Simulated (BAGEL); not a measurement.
# GaH2BrCl− (SMILES [Cl][GaH2-][Br]) at RI-MP2/def2-SVP (density fitting with qzvpp-jkfit)

Aim: the energy change on altering one bond length of GaH2BrCl− at RI-MP2/def2-SVP (density fitting with qzvpp-jkfit), from 2 runs. 

The calculation is run with BAGEL 1.2.2.

10 further runs of the same task are left out: 7 that didn't finish, 3 set aside as unsound or not needed.

## (1) The structure to begin with

GaH2BrCl− has 5 atoms, charge -1, and is taken as a singlet. As SMILES, `[Cl][GaH2-][Br]`. Geometry: a GFN2-xTB relaxation, a rough one for these elements and not checked as a minimum.

Bond lengths: Cl1–Ga2 2.141 Å, Ga2–Br3 2.318 Å, Ga2–H4 1.575 Å, Ga2–H5 1.575 Å. Angles: Cl1–Ga2–Br3 110.6°, Cl1–Ga2–H4 110.5°, Cl1–Ga2–H5 110.6°, Br3–Ga2–H4 106.3°, Br3–Ga2–H5 106.3°, H4–Ga2–H5 112.5°.

## (2) A single-point energy at RI-MP2/def2-SVP (density fitting with qzvpp-jkfit)

input.json

```json
{ "bagel": [

{
  "title": "molecule",
  "basis": "svp",
  "df_basis": "qzvpp-jkfit",
  "angstrom": "true",
  "geometry": [
    { "atom": "Cl", "xyz": [      -1.629090,      -0.391110,       1.270210 ] },
    { "atom": "Ga", "xyz": [      -0.057620,       0.132860,      -0.085540 ] },
    { "atom": "Br", "xyz": [       1.749250,      -1.296680,       0.169090 ] },
    { "atom": "H", "xyz": [      -0.540440,      -0.026610,      -1.575910 ] },
    { "atom": "H", "xyz": [       0.477900,       1.581530,       0.222150 ] }
  ]
},

{ "title": "hf", "charge": -1 },

{ "title": "mp2", "charge": -1, "ncore": 23 }

]}
```

Started as:

```
$ BAGEL_NUM_THREADS=1 BAGEL input.json > input.out
```

The log of the run:

```text
* using 1 threads per process

  ===============================================================
  ===============================================================

  *** Geometry ***

  { "atom" : "Cl", "xyz" : [     -3.078534,     -0.739091,      2.400349 ] },
  { "atom" : "Ga", "xyz" : [     -0.108886,      0.251069,     -0.161647 ] },
  { "atom" : "Br", "xyz" : [      3.305603,     -2.450370,      0.319534 ] },
  { "atom" : "H", "xyz" : [     -1.021284,     -0.050286,     -2.978038 ] },
  { "atom" : "H", "xyz" : [      0.903100,      2.988659,      0.419803 ] },

  Number of auxiliary basis functions:      696

  Since a DF basis is specified, we compute 2- and 3-index integrals:
    o Being stored without compression. Storage requirement is 0.047 GB

  Number of basis functions:       92
  Number of electrons      :       85

    * METHOD: MOLECULE                             0.39

  *** RHF ***

  === Nuclear Repulsion ===
   502.5093280532

      * DIIS with orbital gradients will be used.

  === RHF iteration (svp) ===
      0      -4955.74731223          0.00508239           0.19
      1      -4955.77993404          0.00238761           0.18
      2      -4955.78399077          0.00059768           0.18
      3      -4955.78433690          0.00018142           0.18
      4      -4955.78436698          0.00004384           0.17
      5      -4955.78436858          0.00001014           0.17
      6      -4955.78436873          0.00000347           0.17
      7      -4955.78436875          0.00000067           0.17
      8      -4955.78436875          0.00000015           0.18
      9      -4955.78436875          0.00000005           0.18
     10      -4955.78436875          0.00000001           0.18
     11      -4955.78436875          0.00000000           0.18
    * SCF iteration converged.

    * Permanent dipole moment:
           (   -0.438332,     0.314583,    -0.034712) a.u.

    * METHOD: HF                                   2.49

  *** RHF ***

  === Nuclear Repulsion ===
   502.5093280532

      * DIIS with orbital gradients will be used.

  === RHF iteration (svp) ===
      0      -4955.78436875          0.00000000           0.18
    * SCF iteration converged.

    * Permanent dipole moment:
           (   -0.438332,     0.314583,    -0.034712) a.u.

  === DF-MP2 calculation ===

    * freezing 23 orbitals
    * 3-index integral transformation done
    * assembly done

      MP2 correlation energy:   -0.5917996453      0.06

      MP2 total energy:       -4956.3761683992

    * METHOD: MP2                                  0.43

  ===============================================================
```

It took 3.6 s on 1 thread of AMD EPYC 9R14 (Zen 4), shared host; peak memory 0.21 GiB.

## (3) The distorted shape, same level

input.json

```json
{ "bagel" : [

{
  "title" : "molecule",
  "basis" : "svp",
  "df_basis" : "qzvpp-jkfit",
  "angstrom" : true,
  "geometry" : [
    { "atom" : "Cl", "xyz" : [      -3.797306,       1.324316,       0.964658 ] },
    { "atom" : "Ga", "xyz" : [      -2.225836,       1.848286,      -0.391092 ] },
    { "atom" : "Br", "xyz" : [       1.749250,      -1.296680,       0.169090 ] },
    { "atom" : "H", "xyz" : [      -2.708656,       1.688816,      -1.881462 ] },
    { "atom" : "H", "xyz" : [      -1.690316,       3.296956,      -0.083402 ] }
  ]
},

{
  "title" : "hf",
  "charge" : -1
},

{
  "title" : "mp2",
  "charge" : -1,
  "ncore" : 23
}

]}
```

Started as:

```
$ BAGEL_NUM_THREADS=1 BAGEL input.json > input.out
```

The log of the run:

```text
* using 1 threads per process

  ===============================================================
  ===============================================================

  *** Geometry ***

  { "atom" : "Cl", "xyz" : [     -7.175868,      2.502595,      1.822939 ] },
  { "atom" : "Ga", "xyz" : [     -4.206220,      3.492754,     -0.739057 ] },
  { "atom" : "Br", "xyz" : [      3.305603,     -2.450370,      0.319534 ] },
  { "atom" : "H", "xyz" : [     -5.118618,      3.191400,     -3.555448 ] },
  { "atom" : "H", "xyz" : [     -3.194234,      6.230344,     -0.157607 ] },

  Number of auxiliary basis functions:      696

  Since a DF basis is specified, we compute 2- and 3-index integrals:
    o Being stored without compression. Storage requirement is 0.047 GB

  Number of basis functions:       92
  Number of electrons      :       85

    * METHOD: MOLECULE                             0.36

  *** RHF ***

  === Nuclear Repulsion ===
   327.1136108862

      * DIIS with orbital gradients will be used.

  === RHF iteration (svp) ===
      0      -4955.63951752          0.00648281           0.19
      1      -4955.69861614          0.00361468           0.18
      2      -4955.70635791          0.00058183           0.18
      3      -4955.70680366          0.00022209           0.17
      4      -4955.70685278          0.00007745           0.18
      5      -4955.70685927          0.00001688           0.17
      6      -4955.70686002          0.00000634           0.17
      7      -4955.70686017          0.00000161           0.17
      8      -4955.70686018          0.00000052           0.17
      9      -4955.70686018          0.00000018           0.17
     10      -4955.70686018          0.00000004           0.17
     11      -4955.70686018          0.00000002           0.17
     12      -4955.70686018          0.00000001           0.17
    * SCF iteration converged.

    * Permanent dipole moment:
           (    3.471665,    -2.663705,     0.413632) a.u.

    * METHOD: HF                                   2.63

  *** RHF ***

  === Nuclear Repulsion ===
   327.1136108862

      * DIIS with orbital gradients will be used.

  === RHF iteration (svp) ===
      0      -4955.70686018          0.00000000           0.18
    * SCF iteration converged.

    * Permanent dipole moment:
           (    3.471664,    -2.663705,     0.413632) a.u.

  === DF-MP2 calculation ===

    * freezing 23 orbitals
    * 3-index integral transformation done
    * assembly done

      MP2 correlation energy:   -0.5782661735      0.06

      MP2 total energy:       -4956.2851263494

    * METHOD: MP2                                  0.42

  ===============================================================
```

It took 3.9 s on 1 thread of AMD EPYC 9R14 (Zen 4), shared host; peak memory 0.21 GiB.

## (4) Outcome

At RI-MP2/def2-SVP (density fitting with qzvpp-jkfit), 23 core orbitals frozen:

```
                                                           quantity           value
                                          first shape: total energy  -4956.37617 Eh
          first shape: correlation energy (23 core orbitals frozen)      -591.8 mEh
                                      distorted shape: total energy  -4956.28513 Eh
      distorted shape: correlation energy (23 core orbitals frozen)      -578.3 mEh
energy change with the Ga2–Br3 bond stretched from 2.318 to 5.100 Å        2.477 eV
```

In words: With the Ga2–Br3 bond stretched from 2.318 to 5.100 Å the energy rises by 2.48 eV (57 kcal/mol). The first shape isn't relaxed at this level, so the change isn't measured from a minimum.
